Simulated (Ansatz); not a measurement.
# AlClH4OSi: the cost of one run

Method: RKS B3LYP-D4/def2-SVP, in Ansatz 0.2.0.

## (1) The system as given

Bond lengths: Si1–O2 1.708 Å, O2–Al3 1.828 Å, Al3–Cl4 2.157 Å, Si1–H5 1.509 Å, Si1–H6 1.536 Å, Si1–H7 1.448 Å, Al3–H8 1.651 Å. Angles: Si1–O2–Al3 104.2°, O2–Si1–H5 110.0°, O2–Si1–H6 107.5°, O2–Si1–H7 114.1°, H5–Si1–H6 104.8°, H5–Si1–H7 111.8°, H6–Si1–H7 108.1°, O2–Al3–Cl4 122.5°, O2–Al3–H8 118.4°, Cl4–Al3–H8 118.8°.

Coordinates:

```xyz
8

Si    0.0598    1.2188    0.1117
O    -0.8272   -0.0237    0.8782
Al   -0.1583   -1.5630    0.1538
Cl   -0.9348   -2.4220   -1.6666
H    -0.2227    1.2153   -1.3704
H    -0.4940    2.5604    0.6139
H     1.4807    1.1878    0.3878
H     1.1887   -2.2306    0.8358
```

## (2) Relaxing end A

input.yaml reads:

```yaml
crystal:
  periodic: [false, false, false]
  atoms:
    - { symbol: Si, position_ang: [0.0598, 1.2188, 0.1117] }
    - { symbol: O, position_ang: [-0.8272, -0.0237, 0.8782] }
    - { symbol: Al, position_ang: [-0.1583, -1.563, 0.1538] }
    - { symbol: Cl, position_ang: [-0.9348, -2.422, -1.6666] }
    - { symbol: H, position_ang: [-0.2227, 1.2153, -1.3704] }
    - { symbol: H, position_ang: [-0.494, 2.5604, 0.6139] }
    - { symbol: H, position_ang: [1.4807, 1.1878, 0.3878] }
    - { symbol: H, position_ang: [1.1887, -2.2306, 0.8358] }
basis:
  gaussian: { orbitals: def2-SVP }
hamiltonian:
  xc: b3lyp
  dispersion: d4
relax:
  f_tol: 0.02
  max_steps: 50
```

Command:

```sh
$ ansatz run input.yaml --threads 2 --pin off --max-ram 3072MiB --backend cpu --events-out ev --progress --plain --runs-dir out
```

Q: Estimate wall time and peak memory on 2 threads of Arm Neoverse V2, shared host.

About 17 s, with a peak of 0.18 GiB.
